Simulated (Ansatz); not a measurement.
# AlGa (singlet): wave-function methods side by side at distance Al1–Ga2 = 3.018 Å, cc-pVDZ

Aim: climb from Hartree-Fock through coupled cluster and multireference methods for AlGa (singlet) at one geometry and basis, and see what each rung misses.

Method: cc-pVDZ, core rule «outside noble gas», up to 19 orbitals frozen; program: Ansatz 0.2.0, Gaussian basis.

The runs, in order: UHF; CCSD(T) on RHF; CCSD(T) on UHF; BCCD(T) on RHF; CISD; CCSDT(Q) on RHF; CCSDT(Q) on UHF; CCSDTQ on RHF; CASSCF and MRCISD+Q, 2 electrons in 2 orbitals; CASSCF and NEVPT2, 2 electrons in 2 orbitals; CASSCF and MRCISD+Q, 6 electrons in 8 orbitals; CASSCF and NEVPT2, 6 electrons in 8 orbitals; Full CI.

34 further runs of the same task are left out: 5 for a known fault of the program, 1 for a mislabelled method, 21 that didn't finish, 7 set aside as unsound or not needed.

### 1 The geometry

The geometry derives from a PBE0/def2-TZVP stationary point (not a proven minimum). One bond is set to the value named and the two fragments are kept rigid. No spin-orbit coupling is included. The filled d shell of Ga may be among the frozen orbitals whatever the setting's name suggests; the logs give the count.

2 atoms, charge 0, spin multiplicity 1.

Atoms are counted from 1 here; the program's logs count them from 0.

No contacts short enough for the rule that draws bonds.

### 2 UHF

Contents of in.yaml:

```yaml
crystal:
  periodic: [false, false, false]
  atoms:
    - {symbol: Al, position_ang: [0.000000, 0.000000, 0.000000]}
    - {symbol: Ga, position_ang: [0.000000, 0.000000, 3.018500]}
basis:
  gaussian: {orbitals: cc-pVDZ}
magnetization: {spin_polarized: true, initial_magnetization: 0}
hamiltonian: {xc: hf}
output: {orbitals: {seedname: orbitals}}
```

Run with:

```
$ ansatz run in.yaml --threads 1 --pin off --events-out ev --progress --plain --max-ram 2393MiB
```

After this run come: CCSD(T) on RHF; CCSD(T) on UHF; BCCD(T) on RHF; CISD; CCSDT(Q) on RHF; CCSDT(Q) on UHF; CCSDTQ on RHF; CASSCF and MRCISD+Q, 2 electrons in 2 orbitals; CASSCF and NEVPT2, 2 electrons in 2 orbitals; CASSCF and MRCISD+Q, 6 electrons in 8 orbitals; CASSCF and NEVPT2, 6 electrons in 8 orbitals; Full CI.

**Question.** What will the summary of the whole plan be? Wanted: FCI below the RHF energy; RMP2 from FCI; RCCSD from FCI; RCCSD(T) from FCI; RCCSDT(Q) from FCI; T1 diagnostic; effectively unpaired electrons.

The runs gave:

```
                         quantity                       value
         FCI below the RHF energy                  -3.2847 eV
                    RMP2 from FCI             +24.92 kcal/mol
                   RCCSD from FCI              +3.35 kcal/mol
                RCCSD(T) from FCI              +1.24 kcal/mol
               RCCSDT(Q) from FCI              +0.16 kcal/mol
levels within 1 kcal/mol (43 meV)  RCCSDT, RCCSDT(Q), RCCSDTQ
                    T1 diagnostic                       0.018
   effectively unpaired electrons                        0.47
```

What this shows: RCCSD(T) misses by +1.24 kcal/mol, 1.6 % of the correlation energy. The occupations show some static correlation. These misses are within one basis, not against nature.
